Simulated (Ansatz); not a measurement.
**MnAu2 (I4/mmm): energies of magnetic orders**

An exercise on one series of results from a longer session: the logs are not shown, and one member is left open.

The COD entry's cell or inner coordinates are ideal or old and differ from later refinements, so a difference from it is no clean test against experiment.

Program: Ansatz 0.2.0. Level of theory: DFT LDA, scalar-relativistic, plane waves, PAW. These are calculated values, not measurements.

### The starting structure

It takes space group I4/mmm (No. 139, tetragonal). The conventional cell has a = 3.308 Å, b = 3.308 Å, c = 8.478 Å, α = 90.00°, β = 90.00°, γ = 90.00°. Mn (site symmetry 4/mmm) is surrounded by 10 Au at 2.71 to 2.87 Å. Au (site symmetry 4mm) has 5 Mn at 2.71 to 2.87 Å and 5 Au at 2.73 to 2.78 Å as nearest neighbours.

As a file:

```cif
data_structure
_symmetry_space_group_name_H-M 'P 1'
_symmetry_Int_Tables_number 1
_cell_length_a 4.8416
_cell_length_b 4.8416
_cell_length_c 4.8416
_cell_angle_alpha 140.049
_cell_angle_beta 140.049
_cell_angle_gamma 57.779
_cell_volume 46.39
loop_
_atom_site_label
_atom_site_type_symbol
_atom_site_fract_x
_atom_site_fract_y
_atom_site_fract_z
_atom_site_occupancy
Mn1 Mn 0.00000 0.00000 0.00000 1
Au1 Au 0.33891 0.33891 0.00000 1
Au2 Au 0.66109 0.66109 0.00000 1
```

This cell comes from an earlier session at LDA: 15.462 Å³/atom at 0.01 GPa, on a 16×16×16 mesh.

Set-up of the first run:

File input.yaml:

```yaml
crystal:
  lattice:
    - [3.3079666294, 0.0, 0.0]
    - [0.0, 3.3079666294, 0.0]
    - [0.0, 0.0, 8.4782061387]
  atoms:
    - { symbol: Mn, position: [0.0, 0.0, 0.0], spin: 3.5 }
    - { symbol: Au, position: [0.0, 0.0, 0.3389077275] }
    - { symbol: Au, position: [0.0, 0.0, 0.6610922725] }
    - { symbol: Mn, position: [0.5, 0.5, 0.5], spin: 3.5 }
    - { symbol: Au, position: [0.5, 0.5, 0.8389077275] }
    - { symbol: Au, position: [0.5, 0.5, 1.1610922725] }
basis:
  ecutwfc: 420
  ecutrho_ratio: 4
kpoints:
  mp_grid: { grid: [10, 10, 4] }
hamiltonian:
  xc: lda
scf:
  occupations: { method: gaussian, width: 0.05 }
  lower_state_search: "off"
output:
  forces: true
  stress: true
  eigenvalues: true
  populations: true
magnetization:
  spin_polarized: true
```

The run is started by

```console
$ ansatz run input.yaml --threads 2 --pin off --max-ram 5120MiB --backend cpu --events-out ev --progress --plain --runs-dir out
```

Among the steps run: Ferromagnetic, larger cell; Antiferromagnetic, propagation vector (1, 1, 1); Antiferromagnetic, propagation vector (1/2, 1/2, 0); Antiferromagnetic, propagation vector (1/2, 0, 1/2); No spin polarisation.

One table of the session follows, with a row left open; its other results are not shown here.

It belongs to the step «The orders side by side». 

| order | above the lowest (meV/atom) | largest moment (μB) | pressure (GPa) |
| --- | --- | --- | --- |
| ferromagnetic | 0.0 | 3.63 | 0.0 |
| antiferromagnetic, propagation vector (1, 1, 1) | ? | ? | ? |
| antiferromagnetic, propagation vector (1/2, 1/2, 0) | 65.8 | 3.64 | 1.0 |
| antiferromagnetic, propagation vector (1/2, 0, 1/2) | 54.6 | 3.64 | 0.8 |
| no spin polarisation | 493.8 | 0.00 | -11.0 |

Q: Estimate the row for antiferromagnetic, propagation vector (1, 1, 1) from the others.

As computed: above the lowest (meV/atom): 43.9; largest moment (μB): 3.70; pressure (GPa): 1.5. In the column «above the lowest (meV/atom)» it lies between ferromagnetic (0.0) and antiferromagnetic, propagation vector (1/2, 0, 1/2) (54.6).

The first row is the run of the earlier session that started with parallel moments (-9857.0211 eV/atom).

Limits of these values: Only these orders were tried, at zero temperature; the one found in experiment may not be among them.
